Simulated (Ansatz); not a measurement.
# CH₆AlFSSi: basis-set convergence

The task here is to estimate one member of a computed series from the others.

Computed with Ansatz 0.2.0, Gaussian basis. Level: one geometry, several basis sets.

Levels to be run: PBE0-D4/def2-SVP; ωB97M-V/def2-SVP; PBE0-D4/def2-QZVPP; ωB97M-V/def2-QZVPP; the functionals' def2-TZVPP values are taken from earlier runs.

## Structure used throughout

The geometry comes from an earlier relaxation with PBE0-D4 in a triple-zeta def2 set; it is a stationary point, not always the lowest conformer.

SMILES `F[CH](S)[AlH][SiH3]`, 11 atoms, charge 0, spin multiplicity 1.

Atoms are counted from 1 here; the program's logs count them from 0.

Bond lengths: F1–C2 1.366 Å, C2–S3 1.855 Å, C2–Al4 1.974 Å, C2–H6 1.095 Å, S3–H7 1.348 Å, Al4–Si5 2.448 Å, Al4–H8 1.585 Å, Si5–H9 1.491 Å, Si5–H10 1.491 Å, Si5–H11 1.494 Å. Angles: F1–C2–S3 111.8°, F1–C2–Al4 127.4°, F1–C2–H6 109.2°, S3–C2–Al4 83.3°, S3–C2–H6 102.7°, Al4–C2–H6 116.1°, C2–S3–H7 95.7°, C2–Al4–Si5 116.8°, C2–Al4–H8 115.5°, Si5–Al4–H8 127.7°, Al4–Si5–H9 112.0°, Al4–Si5–H10 112.6°, Al4–Si5–H11 110.5°, H9–Si5–H10 107.3°, H9–Si5–H11 107.1°, H10–Si5–H11 107.1°.

The first run:

Input file in.yaml:

```yaml
crystal:
  periodic: [false, false, false]
  atoms:
    - {symbol: F, position_ang: [1.366362, -0.218830, 2.107791]}
    - {symbol: C, position_ang: [0.046693, -0.400094, 1.806498]}
    - {symbol: S, position_ang: [-0.847149, 1.215247, 1.625293]}
    - {symbol: Al, position_ang: [-0.738443, -0.769122, 0.033185]}
    - {symbol: Si, position_ang: [0.487369, 0.069890, -1.912463]}
    - {symbol: H, position_ang: [-0.457854, -0.860218, 2.661935]}
    - {symbol: H, position_ang: [-0.026576, 1.718235, 0.681199]}
    - {symbol: H, position_ang: [-2.080294, -1.612392, 0.043906]}
    - {symbol: H, position_ang: [1.374570, -0.970923, -2.506217]}
    - {symbol: H, position_ang: [-0.417515, 0.550987, -2.994831]}
    - {symbol: H, position_ang: [1.358235, 1.220421, -1.525694]}
basis:
  gaussian: {orbitals: def2-SVP}
hamiltonian: {xc: pbe0, dispersion: d4}
output: {orbitals: {seedname: orbitals}}
```

Among the steps run: PBE0-D4 in def2-SVP; ωB97M-V in def2-SVP; PBE0-D4 in def2-QZVPP; ωB97M-V in def2-QZVPP.

One of the session's tables, all rows but one given; the rest of the session is left out.

It belongs to the step «Functionals by basis». 

| functional | basis | HOMO (eV) |
| --- | --- | --- |
| PBE0-D4 | def2-SVP | -7.40 |
| PBE0-D4 | def2-TZVPP | -7.41 |
| PBE0-D4 | def2-QZVPP | -7.43 |
| ωB97M-V | def2-SVP | ? |
| ωB97M-V | def2-TZVPP | -9.53 |
| ωB97M-V | def2-QZVPP | -9.54 |

**Question.** Estimate the row for ωB97M-V, def2-SVP.

As computed: HOMO (eV): -9.50. In the column «HOMO (eV)» it lies between ωB97M-V, def2-TZVPP (-9.53) and PBE0-D4, def2-QZVPP (-7.43).
